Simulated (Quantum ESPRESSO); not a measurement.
Runs of Quantum ESPRESSO 7.5 on C2SiH4. The cell holds a molecule in a box, 7 atoms: a = 12.000 Å, b = 14.000 Å, c = 12.000 Å, α = 90.00°, β = 90.00°, γ = 90.00°. 

```csv
task,level,potentials or basis,spin,fixed moment (μB),cell,cutoff (eV),smearing,boundary across the vacuum,q mesh for exact exchange,cutoff for exact exchange,mixing beta,SCF threshold,other keys,gap on the mesh (eV),largest force (eV/Å)
real-space fields,PBE,PseudoDojo 0.4.1 SR PBE standard,off,-,as given,1116,fermi-dirac 0.05 eV,none,-,-,0.5,1.4e-09 Ry,-,(a),0.94
single point,PBE,PseudoDojo 0.4.1 SR PBE standard,off,-,"atoms moved at random, drawn with an rms of 0.05 Å",1116,fermi-dirac 0.05 eV,none,-,-,0.5,1.4e-09 Ry,-,5.91,1.67
single point,revPBE+D3(BJ),SPMS 1.0 PBE,off,-,as given,1197,fixed,none,-,-,0.5,1.4e-09 Ry,-,6.02,0.90
real-space fields,PBEsol,PseudoDojo 0.4 SR PBEsol stringent,off,-,"atoms moved at random, drawn with an rms of 0.02 Å",1116,fixed,mt,-,-,0.5,1.4e-09 Ry,-,5.87,0.99
```

Alike in all rows: k mesh 1 × 1 × 1.

Question: Fill in the values left out.

Answer: (a) 6.00.

Caveats: this is a molecule in a periodic box, so the gap is that between its Kohn-Sham HOMO and LUMO and the box isn't a crystal; the potentials were made for another functional, which shifts forces and pressure (some runs).

A gap of «none» marks a metal or a gap under the smearing width.
